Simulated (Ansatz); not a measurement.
# BGeH₅S (SMILES S[BH][GeH3]): one structure at several levels

Aim: energy, forces and dipole at a structure displaced at random from a GFN2-xTB minimum, from CCSD(T) and from density functionals.

Computed with Ansatz 0.2.0, Gaussian basis. Level: single points in def2-TZVPP.

Correlated methods freeze the cores. Filled d shells of the heavier atoms are correlated.

### 1 The starting structure

8 atoms, charge 0, spin multiplicity 1.

Atoms are counted from 1 here; the program's logs count them from 0.

Bond lengths: S1–B2 1.767 Å, S1–H4 1.279 Å, B2–Ge3 1.946 Å, B2–H5 1.011 Å, Ge3–H6 1.389 Å, Ge3–H7 1.482 Å, Ge3–H8 1.474 Å. Angles: B2–S1–H4 103.4°, S1–B2–Ge3 117.5°, S1–B2–H5 111.0°, Ge3–B2–H5 131.5°, B2–Ge3–H6 114.8°, B2–Ge3–H7 111.5°, B2–Ge3–H8 115.3°, H6–Ge3–H7 106.7°, H6–Ge3–H8 104.7°, H7–Ge3–H8 102.8°.

Geometry (Å):

```tsv
atom	x (Å)	y (Å)	z (Å)
S1	-1.0782	0.2699	-1.8778
B2	0.3641	-0.2556	-1.0031
Ge3	0.3589	-0.0704	0.9337
H4	-1.8669	0.6539	-0.9464
H5	1.0592	-0.6228	-1.6383
H6	-0.6489	0.7412	1.4381
H7	1.6407	0.4849	1.4293
H8	0.2362	-1.3306	1.6874
```

### 2 CCSD(T)/def2-TZVPP

run/in.yaml reads:

```yaml
crystal:
  periodic: [false, false, false]
  atoms:
    - {symbol: S, position_ang: [-1.078200, 0.269900, -1.877800]}
    - {symbol: B, position_ang: [0.364100, -0.255600, -1.003100]}
    - {symbol: Ge, position_ang: [0.358900, -0.070400, 0.933700]}
    - {symbol: H, position_ang: [-1.866900, 0.653900, -0.946400]}
    - {symbol: H, position_ang: [1.059200, -0.622800, -1.638300]}
    - {symbol: H, position_ang: [-0.648900, 0.741200, 1.438100]}
    - {symbol: H, position_ang: [1.640700, 0.484900, 1.429300]}
    - {symbol: H, position_ang: [0.236200, -1.330600, 1.687400]}
basis:
  gaussian: {orbitals: def2-TZVPP}
correlation: {method: ccsd_t}
output: {forces: true}
```

No record of the launch command was kept for these runs.

### 3 PBE0-D4/def2-TZVPP

Edit run/in.yaml of step 2 so:

```diff
@@ -13,3 +13,3 @@
   gaussian: {orbitals: def2-TZVPP}
-correlation: {method: ccsd_t}
-output: {forces: true}
+hamiltonian: {xc: pbe0, dispersion: d4}
+output: {forces: true, orbitals: {seedname: orbitals}}
```

### 4 wB97M-V/def2-TZVPP

Edit run/in.yaml of step 3 so:

```diff
@@ -13,3 +13,3 @@
   gaussian: {orbitals: def2-TZVPP}
-hamiltonian: {xc: pbe0, dispersion: d4}
-output: {forces: true, orbitals: {seedname: orbitals}}
+hamiltonian: {xc: {name: wB97M-V}}
+output: {forces: true}
```

### 5 r2SCAN-D4/def2-TZVPP

Edit run/in.yaml of step 4 so:

```diff
@@ -13,3 +13,3 @@
   gaussian: {orbitals: def2-TZVPP}
-hamiltonian: {xc: {name: wB97M-V}}
+hamiltonian: {xc: r2scan, dispersion: d4}
 output: {forces: true}
```

### 6 PBE-D4/def2-TZVPP

Edit run/in.yaml of step 5 so:

```diff
@@ -13,3 +13,3 @@
   gaussian: {orbitals: def2-TZVPP}
-hamiltonian: {xc: r2scan, dispersion: d4}
+hamiltonian: {xc: pbe, dispersion: d4}
 output: {forces: true}
```

### 7 HSE06-D4/def2-TZVPP

Edit run/in.yaml of step 6 so:

```diff
@@ -13,3 +13,3 @@
   gaussian: {orbitals: def2-TZVPP}
-hamiltonian: {xc: pbe, dispersion: d4}
+hamiltonian: {xc: hse06, dispersion: d4}
 output: {forces: true}
```

### 8 BHLYP-D4/def2-TZVPP

Edit run/in.yaml of step 7 so:

```diff
@@ -13,3 +13,3 @@
   gaussian: {orbitals: def2-TZVPP}
-hamiltonian: {xc: hse06, dispersion: d4}
+hamiltonian: {xc: {name: BHLYP}, dispersion: d4}
 output: {forces: true}
```

(Steps that only read results are left out.)

What does the calculation give? Wanted: energy less free atoms, CCSD(T)/def2-TZVPP; RMS force component; RMS force error; HOMO and LUMO, PBE0-D4; T1 diagnostic.

The runs gave:

| quantity | value |
| --- | --- |
| energy less free atoms, CCSD(T)/def2-TZVPP | -2196.4 kJ/mol |
| RMS force component | 2.128 to 2.277 eV/Å over the methods |
| RMS force error | PBE0-D4 0.107, wB97M-V 0.068, r2SCAN-D4 0.091, PBE-D4 0.184, HSE06-D4 0.108, BHLYP-D4 0.116 eV/Å |
| HOMO and LUMO, PBE0-D4 | -8.27 and -1.81 eV |
| T1 diagnostic | 0.014 |

Against CCSD(T) the functionals' energies less atoms differ by -66.3 to -10.2 kJ/mol, PBE-D4 by -42.5 kJ/mol. A larger basis would deepen the CCSD(T) value, while the functionals are nearly converged already, so the order here is not reliable. For forces wB97M-V does best and PBE-D4 worst. Frozen-core CCSD(T) forces in triple zeta carry basis errors of their own, and this is one geometry, so small gaps rank nothing.
